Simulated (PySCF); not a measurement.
# C₃H₆O₂Si: electronic excitations and core binding energies

Wanted: the electronic excitations and core binding energies of C₃H₆O₂Si (`CC1=CO[SiH2]O1`), by calculation.

The runs use PySCF 2.14.0, with density-fitted response routines of our own; the level of theory stands in each step. All values are computed, except where a source is named. Atoms count from 0, in the outputs and in this text.

## Step 1: Starting geometry

12 atoms, charge 0, multiplicity 1; geometry from: GFN2-xTB.

Bonds of the start (Å): C0–C1 1.49, C1–C2 1.33, C2–O3 1.37, O3–Si4 1.65, Si4–O5 1.65, O5–C1 1.38, C0–H6 1.09, C0–H7 1.09, C0–H8 1.09, C2–H9 1.07, Si4–H10 1.45, Si4–H11 1.45.

## Step 2: Excited states and response: CAM-B3LYP/def2-SVPD

What the job is given:

```
{"job": {"kind": "uv", "xc": "CAM-B3LYP", "basis": "def2-SVPD", "nstates": 8, "ntriplets": 3}, "charge": 0, "multiplicity": 1}
C      1.925013     0.052535    -0.002494
C      0.444387    -0.020456     0.090207
C     -0.330947    -0.400442     1.099186
O     -1.676859    -0.341653     0.829700
Si    -1.894561     0.202043    -0.716062
O     -0.277310     0.355040    -1.021874
H      2.370865    -0.268352     0.933869
H      2.279632    -0.584443    -0.811567
H      2.234725     1.073233    -0.222294
H     -0.050699    -0.740514     2.076378
H     -2.479740    -0.831228    -1.555666
H     -2.543307     1.503552    -0.725409
```

Method: TDDFT CAM-B3LYP/def2-SVPD, vertical, gas phase, core orbitals frozen in the response.

Launch:

```sh
> OMP_NUM_THREADS=1 python probes_run.py task.json out
```

The driver reads the jobs from task.json and runs them one after another.

**Question.** This job is followed by: delta-SCF UKS SCAN, pcX-2 on the ionised atom, pcseg-1 elsewhere, spin-free X2C. What will the session give for the following? lowest singlet (CAM-B3LYP/def2-SVPD); brightest single state of those computed; lowest triplet; C1s binding energies, SCAN/pcX-2; O1s binding energies, SCAN/pcX-2; Si1s binding energies, SCAN/pcX-2; Si2p binding energies, SCAN/pcX-2.

As calculated:

| quantity | value |
| --- | --- |
| lowest singlet (CAM-B3LYP/def2-SVPD) | 5.17 eV (240 nm), f = 0.000 |
| brightest single state of those computed | state 4, 6.47 eV, f = 0.190 |
| lowest triplet | 4.07 eV |
| C1s binding energies, SCAN/pcX-2 | C1 291.72, C2 291.36, C0 291.05 eV |
| O1s binding energies, SCAN/pcX-2 | O5 538.39, O3 538.34 eV |
| Si1s binding energies, SCAN/pcX-2 | Si4 1848.03 eV |
| Si2p binding energies, SCAN/pcX-2 | Si4 108.31 eV |

The lowest singlet, at 5.17 eV, is HOMO→LUMO 0.96 and is dark; of the 8 states computed, the strongest absorption comes from state 4 at 6.47 eV. The lowest triplet lies 1.10 eV below the lowest singlet (triplets in Tamm-Dancoff, singlets in full TDDFT). The C1s levels kept as sound span 0.67 eV, from C0 (allylic methyl carbon) up to C1 (alkene carbon bearing oxygen). The O1s levels computed lie within 0.05 eV of one another, too close to rank.
